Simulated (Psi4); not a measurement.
# ZrO (SMILES [O][Zr]) at 5 levels

We compute a comparison of 5 runs (HF/STO-3G, B2PLYP/def2-TZVP, HSE06/def2-TZVP, TPSSh/def2-TZVP, MP3/def2-TZVP) of ZrO. 

The calculation is run with Psi4 1.11.

1 further run of the same task is left out (it didn't finish). Runs told in other sessions of the task aren't counted.

## Step 1: The structure to begin with

ZrO: 2 atoms, total charge 0, spin state singlet. As SMILES, `[O][Zr]`. The O1–Zr2 distance was set to 2.225 Å, away from the relaxed value.

Bond lengths: O1–Zr2 2.225 Å.

## Step 2: Energy and gradient at HF/STO-3G (run 1)

Input file calc.py:

```python
import psi4

psi4.set_memory(1600000000)
psi4.set_num_threads(1)
psi4.set_output_file('ozr.out', False)

m = psi4.geometry("""
O      0.00000000     0.00000000    -0.97037436
Zr     0.00000000     0.00000000     3.23445523
units au
symmetry c1
no_reorient
no_com
""")

psi4.set_options({
    'puream': True,
    'e_convergence': 1e-09,
    'd_convergence': 1e-08,
    'scf_type': 'pk',
})

result, w = psi4.gradient('hf/STO-3G', return_wfn=True)
psi4.oeprop(w, 'WIBERG_LOWDIN_INDICES', 'QUADRUPOLE', 'MULLIKEN_CHARGES', title='HF')
print('gradient / Eh bohr^-1')
print(result.np.round(6))
print(f'energy = {w.energy():.10f} Eh')
```

Run with:

```
$ python calc.py
```

ozr.out:

```text
[...]
  Running in c1 symmetry.
[...]
  Nuclear repulsion =   76.102965209584156
[...]
  Multiplicity = 1
[...]
  Nalpha       = 24
  Nbeta        = 24
[...]
    Number of basis functions: 32
[...]
   @RHF iter   1: -3576.11676481344648   -1.48987e+00   1.84958e-02 DIIS/ADIIS
[...]
   @RHF iter  13: -3576.59131664555935   -1.18234e-11   8.59521e-09 DIIS
[...]
    Orbital Energies [Eh]
    ---------------------
    Doubly Occupied:
       1A   -643.522429     2A    -89.119409     3A    -82.745053
       4A    -82.745053     5A    -82.742747     6A    -20.039473
       7A    -15.368946     8A    -12.747684     9A    -12.747684
      10A    -12.741117    11A     -6.814653    12A     -6.814653
      13A     -6.809851    14A     -6.809851    15A     -6.808900
      16A     -2.339525    17A     -1.477385    18A     -1.473337
      19A     -1.473337    20A     -0.953690    21A     -0.209422
      22A     -0.155029    23A     -0.155029    24A     -0.087990
[...]
  @RHF Final Energy: -3576.59131664555935
   => Energetics <=
    Nuclear Repulsion Energy =             76.1029652095841556
    One-Electron Energy =               -5111.5840725305815795
    Two-Electron Energy =                1458.8897906754380074
    Total Energy =                      -3576.5913166455593455
[...]
  -Total Gradient:
     Atom            X                  Y                   Z
    ------   -----------------  -----------------  -----------------
       1       -0.000000000000     0.000000000000    -0.262807067405
       2        0.000000000000    -0.000000000000     0.262807067623
[...]
 Multipole Moments:
 ------------------------------------------------------------------------------------
     Multipole            Electronic (a.u.)      Nuclear  (a.u.)        Total (a.u.)
 ------------------------------------------------------------------------------------
 L = 1.  Multiply by 2.5417464519 to convert [e a0] to [Debye]
 Dipole X            :         -0.0000000            0.0000000           -0.0000000
 Dipole Y            :          0.0000000            0.0000000            0.0000000
 Dipole Z            :       -118.9208508          121.6152143            2.6943635
 Magnitude           :                                                    2.6943635
 L = 2.  Multiply by 1.3450342976 to convert [e a0^2] to [Debye ang]
 Quadrupole XX       :        -20.1902519            0.0000000          -20.1902519
 Quadrupole XY       :         -0.0000000            0.0000000           -0.0000000
[...]
  Mulliken Charges: (a.u.)
   Center  Symbol    Alpha    Beta     Spin     Total
       1     O     4.16115  4.16115  0.00000 -0.32231
       2    ZR    19.83885 19.83885  0.00000  0.32231
   Total alpha = 24.00000, Total beta = 24.00000, Total charge = -0.00000
  Wiberg Bond Indices using Orthogonal Lowdin Orbitals:
[...]
```

Standard output:

```text
gradient / Eh bohr^-1
[[-0.        0.       -0.262807]
 [ 0.       -0.        0.262807]]
energy = -3576.5913166456 Eh
```

It took 2 s on 1 thread of AMD EPYC 7B13 (Zen 3), shared host; peak memory 0.19 GiB.

## Step 3: A single-point energy at B2PLYP/def2-TZVP (core potential, density fitting for correlation) (run 2)

Input file ozr_ase.py:

```python
import numpy as np
from ase.calculators.psi4 import Psi4
from ase import Atoms

atoms = Atoms(['O', 'Zr'], positions=[
    [0.000000, 0.000000, -0.513500],
    [0.000000, 0.000000, 1.711600],
])
calc = Psi4(atoms=atoms, method='b2plyp', basis='def2-TZVP', memory='1600MB', num_threads=1, charge=0, multiplicity=1, label='ozr')
calc.psi4.set_options({'puream': True, 'e_convergence': 1e-09, 'd_convergence': 1e-08, 'scf_type': 'pk', 'dft_radial_points': 99, 'dft_spherical_points': 590, 'num_frozen_docc': 1})
atoms.calc = calc

print(f'energy: {atoms.get_potential_energy():.6f} eV')
```

Run with:

```
$ python ozr_ase.py
```

ozr.dat:

```text
[...]
    !!!  WARNING: ECP capability is in beta. Please check occupations closely.  !!!
[...]
  Running in c1 symmetry.
[...]
  Nuclear repulsion =   22.830889499042744
[...]
  Multiplicity = 1
[...]
  Nalpha       = 10
  Nbeta        = 10
[...]
    Number of basis functions: 71
[...]
   @RKS iter   1:  -121.21970210713957   -9.62609e-02   1.43698e-02 ADIIS/DIIS
[...]
   @RKS iter  20:  -121.82421632697002   -1.24061e-11   6.13180e-09 DIIS
[...]
    Orbital Energies [Eh]
    ---------------------
    Doubly Occupied:
       1A    -19.695676     2A     -2.418225     3A     -1.481306
       4A     -1.481306     5A     -1.465838     6A     -0.944437
       7A     -0.334823     8A     -0.303859     9A     -0.303858
      10A     -0.244576
[...]
  @RKS Final Energy:  -121.82421632697002
   => Energetics <=
    Nuclear Repulsion Energy =             22.8308894990427440
    One-Electron Energy =                -227.0965163310913795
    Two-Electron Energy =                  89.2439776070340258
    DFT Exchange-Correlation Energy =      -6.8025671019554039
    Empirical Dispersion Energy =           0.0000000000000000
    VV10 Nonlocal Energy =                  0.0000000000000000
    Total Energy =                       -121.8242163269700171
[...]
 Multipole Moments:
 ------------------------------------------------------------------------------------
     Multipole            Electronic (a.u.)      Nuclear  (a.u.)        Total (a.u.)
 ------------------------------------------------------------------------------------
 L = 1.  Multiply by 2.5417464519 to convert [e a0] to [Debye]
 Dipole X            :          0.0000024            0.0000000            0.0000024
 Dipole Y            :         -0.0000005            0.0000000           -0.0000005
 Dipole Z            :         23.5853053          -20.9368169            2.6484884
 Magnitude           :                                                    2.6484884
[...]
```

The script printed:

```text
energy: -3321.117516 eV
```

It took 6.6 s on 1 thread of AMD EPYC 7B13 (Zen 3), shared host; peak memory 0.47 GiB.

Runs 3 to 4 aren't shown in full; the table further down has their settings and results.

## Step 4: The energy at MP3/def2-TZVP (core potential) (run 5)

Input file ozr.xyz:

```xyz
2
OZr
O      0.000000     0.000000    -0.513500
Zr     0.000000     0.000000     1.711600
```

Input file run.py:

```python
import psi4

psi4.set_memory('1600 MB')
psi4.set_num_threads(1)
psi4.set_output_file('psi4.out', False)

with open('ozr.xyz') as f:
    atoms = ''.join(f.readlines()[2:])
mol = psi4.geometry('0 1\n' + atoms + 'symmetry c1')

psi4.set_options({
    'basis': 'def2-TZVP',
    'reference': 'rhf',
    'puream': True,
    'e_convergence': 1e-09,
    'd_convergence': 1e-08,
    'scf_type': 'pk',
    'num_frozen_docc': 1,
    'mp_type': 'conv',
})

e = psi4.energy("mp3")
print(f'mp3 energy: {e:.10f} Eh')
```

Run with:

```
$ python run.py
```

psi4.out:

```text
[...]
    !!!  WARNING: ECP capability is in beta. Please check occupations closely.  !!!
[...]
  Running in c1 symmetry.
[...]
  Nuclear repulsion =   22.830889499042744
[...]
  Multiplicity = 1
[...]
  Nalpha       = 10
  Nbeta        = 10
[...]
    Number of basis functions: 71
[...]
   @RHF iter   1:  -120.73194410333927   -4.43185e-01   1.26596e-02 DIIS/ADIIS
[...]
   @RHF iter  25:  -121.23851268103598   -1.26761e-11   9.30798e-09 DIIS
[...]
    Orbital Energies [Eh]
    ---------------------
    Doubly Occupied:
       1A    -20.500538     2A     -2.681622     3A     -1.645571
       4A     -1.645571     5A     -1.639179     6A     -1.102104
       7A     -0.385438     8A     -0.367546     9A     -0.367546
      10A     -0.288148
[...]
  @RHF Final Energy:  -121.23851268103598
   => Energetics <=
    Nuclear Repulsion Energy =             22.8308894990427440
    One-Electron Energy =                -226.8922741043397195
    Two-Electron Energy =                  82.8228719242609941
    Total Energy =                       -121.2385126810359850
[...]
 Multipole Moments:
 ------------------------------------------------------------------------------------
     Multipole            Electronic (a.u.)      Nuclear  (a.u.)        Total (a.u.)
 ------------------------------------------------------------------------------------
 L = 1.  Multiply by 2.5417464519 to convert [e a0] to [Debye]
 Dipole X            :         -0.0000076            0.0000000           -0.0000076
 Dipole Y            :          0.0000011            0.0000000            0.0000011
 Dipole Z            :         24.0544415          -20.9368169            3.1176246
 Magnitude           :                                                    3.1176246
[...]
	SCS-MP2 Total Energy (a.u.)        :  -121.80276975690235
	SOS-MP2 Total Energy (a.u.)        :  -121.78680914948568
[...]
	SOS-PI-MP2 Total Energy (a.u.)     :  -121.82898580090489
[...]
	MP2 Total Energy (a.u.)            :  -121.83469097173564
[...]
	SCS-MP3 Total Energy (a.u.)        :  -121.78066203548411
[...]
	MP3 Total Energy (a.u.)            :  -121.74626008606266
[...]
```

The script printed:

```text
mp3 energy: -121.7462600861 Eh
```

Run time: 4.5 s. Hardware: 1 thread of AMD EPYC 7B13 (Zen 3), shared host; peak memory 0.43 GiB.

## Step 5: Overview of the runs

| run | level | task | core potential | energy (Eh) | dipole moment (D) | HOMO energy (eV) | LUMO energy (eV) | wall time |
| --- | --- | --- | --- | --- | --- | --- | --- | --- |
| 1 | HF/STO-3G | gradient | none | -3576.591317 | 6.85 | -2.39 | 5.92 | 2 s |
| 2 | B2PLYP/def2-TZVP (core potential, density fitting for correlation) | energy | def2 | -122.048819 | – | -6.66 | -2.55 | 6.6 s |
| 3 | HSE06/def2-TZVP (core potential) | gradient | def2 | -122.063213 | 5.74 | -5.59 | -4.40 | 17 s |
| 4 | TPSSh/def2-TZVP (core potential) | energy | def2 | -122.142960 | 5.42 | -5.45 | -4.52 | 14 s |
| 5 | MP3/def2-TZVP (core potential) | energy | def2 | -121.746260 | – | -7.84 | -0.41 | 4.5 s |

## Step 6: Outcome

```
                                         quantity          value
                              run 5: total energy  -121.74626 Eh
       run 5: HOMO energy (Hartree–Fock orbitals)       -7.84 eV
       run 5: LUMO energy (Hartree–Fock orbitals)       -0.41 eV
     run 5: HOMO–LUMO gap (Hartree–Fock orbitals)        7.43 eV
run 5: correlation energy (1 core orbital frozen)     -507.7 mEh
```

In words: Over runs 1, 3, 4 the dipole moment (its size) runs from 5.42 D (TPSSh/def2-TZVP) to 6.85 D (HF/STO-3G). The two ends differ in method and basis and core potential. Over runs 1, 2, 3, 4 the HOMO–LUMO gap runs from 0.93 eV (TPSSh/def2-TZVP) to 8.31 eV (HF/STO-3G). Totals of different functionals can't be ranked against each other. Some runs of one species differ in core potentials or relativity; totals across that change don't compare. In run 1 the basis is minimal, so the values are rough. In run 1 relativity is left out where basis or elements ask for it. All runs together took 45 s, the longest 17 s.
